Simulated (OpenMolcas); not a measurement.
# Os²⁺ among point charges: CASSCF levels and susceptibility

How does a field of 6 point charges split the states of Os²⁺, and what χT follows?

Program: OpenMolcas 26.06. Level of theory: state-averaged CASSCF, spin-orbit coupling by RASSI with atomic mean-field integrals. These are calculated values, not measurements, unless marked.

1 further run of the same task is left out (it didn't finish).

### Step 1. The system

* Species: Os²⁺ (osmium, Z = 76, 74 electrons)
* Basis: ANO-RCC-VTZP [8s7p5d3f2g1h], 104 functions
* Scalar Hamiltonian: DKH2, point nucleus
* Inactive shells: 1s 2s 2p 3s 3p 3d 4s 4p 4d 4f 5s 5p
* Active space: 6 electrons in 5 orbitals (5d)
* Some configurations of this space: 5d⁶
* Orbitals: optimised for each spin and parity, averaged over all roots

The outer shells:

5d6
```
5d [↑↓][↑ ][↑ ][↑ ][↑ ]
```

The ion sits among 6 point charges of -1.36 e arranged as an octahedron (Oh), 1.9 Å from the ion. The active orbitals were held to one l.

The work runs as a chain of OpenMolcas steps in one folder; each step below is one input file. Labels, J, g values, rates, χT and fits are worked out afterwards by a script from the matrices that RASSI stores. The input lists half of the charges; inversion (Group=XYZ) makes the rest.

### Step 2. One- and two-electron integrals

a.inp reads:

```
&GATEWAY
Coord
1

Os 0.0 0.0 0.0
Basis=ANO-RCC-VTZP
Group=XYZ
NoMove
AngMom=0.0 0.0 0.0
AMFI
XField
3 Angstrom 0
1.900000 0.000000 0.000000 -1.360000
0.000000 1.900000 0.000000 -1.360000
0.000000 0.000000 1.900000 -1.360000
&SEWARD
```

The run is started by

```
> OMP_NUM_THREADS=1 MOLCAS_MEM=1689 MOLCAS_PROJECT=a pymolcas a.inp > a.log
```

### Step 3. CASSCF: quintets of even parity, 5 roots

a.inp reads:

```
&RASSCF
FileOrb=start.orb
Symmetry=1
Spin=5
nActEl=6 0 0
Inactive=15 19
Ras2=5 0
CIRoot=5 5 1
SDav=5
CIMx=300
Iter=120 100
PrWF=0.3
OrbListing=Nothing
MaxOrb=0
SupSym
1
25 4 5 6 7 8 10 11 12 13 14 16 17 18 19 20 24 25 26 27 28 29 30 31 32
33
0
>>> COPY $Project.JobIph JOB001
```

start.orb holds the contracted functions of the basis, ordered by shell, or the orbitals of the step before.

### Step 4. CASSCF: triplets of even parity, 45 roots

a.inp reads:

```
&RASSCF
FileOrb=start.orb
Symmetry=1
Spin=3
nActEl=6 0 0
Inactive=15 19
Ras2=5 0
CIRoot=45 45 1
SDav=45
CIMx=300
Iter=120 100
PrWF=0.3
OrbListing=Nothing
MaxOrb=0
SupSym
1
25 4 5 6 7 8 10 11 12 13 14 16 17 18 19 20 24 25 26 27 28 29 30 31 32
33
0
>>> COPY $Project.JobIph JOB002
```

### Step 5. Reference wave functions, singlets of even parity, 50 roots

a.inp reads:

```
&RASSCF
FileOrb=start.orb
Symmetry=1
Spin=1
nActEl=6 0 0
Inactive=15 19
Ras2=5 0
CIRoot=50 50 1
SDav=50
CIMx=300
Iter=120 100
PrWF=0.3
OrbListing=Nothing
MaxOrb=0
SupSym
1
25 4 5 6 7 8 10 11 12 13 14 16 17 18 19 20 24 25 26 27 28 29 30 31 32
33
0
>>> COPY $Project.JobIph JOB003
```

### Step 6. State interaction with spin-orbit coupling

a.inp reads:

```
&RASSI
NrOfJobIphs=3 5 45 50
1 2 3 4 5
1 2 3 4 5 6 7 8 9 10 11 12 13 14 15 16 17 18 19 20 21 22 23 24 25 26 27
28 29 30 31 32 33 34 35 36 37 38 39 40 41 42 43 44 45
1 2 3 4 5 6 7 8 9 10 11 12 13 14 15 16 17 18 19 20 21 22 23 24 25 26 27
28 29 30 31 32 33 34 35 36 37 38 39 40 41 42 43 44 45 46 47 48 49 50
IphNames
JOB001
JOB002
JOB003
EJob
SpinOrbit
DIPRint=1.0
SOCoupling=1000.0
Subsets=2
Property=9
'ANGMOM' 1 'ANGMOM' 2 'ANGMOM' 3 'MLTPL  1' 1 'MLTPL  1' 2 'MLTPL  1' 3
'AMFI' 1 'AMFI' 2 'AMFI' 3
SOProperty=3
'ANGMOM' 1 'ANGMOM' 2 'ANGMOM' 3
```

Before running it: what results should come out? Wanted: spin-free ground state; first state of the same spin within the active space; lowest level; next level.

As calculated:

```
                                            quantity                            value
                                              method                           CASSCF
                              spin-free ground state  1A1, 1-fold in its orbital part
first state of the same spin within the active space                1T1 at 11200 cm⁻¹
                                        lowest level                        1-fold A1
                                          next level                      2782.3 cm⁻¹
                                         χT at 300 K                   0.24 cm³ K/mol
                           effective moment at 300 K                          1.38 μB
```

**Reading.** The spin-free ground state (1A1) comes to 54 % from free-ion G terms and has less than the highest spin computed. The field of point charges can differ much from that of real complexes. With metal d orbitals alone active, the gaps between spin states are rough; where two lie within a few thousand cm-1, their order is open. Point charges carry no covalency, so the field is a model and not that of real ligands.
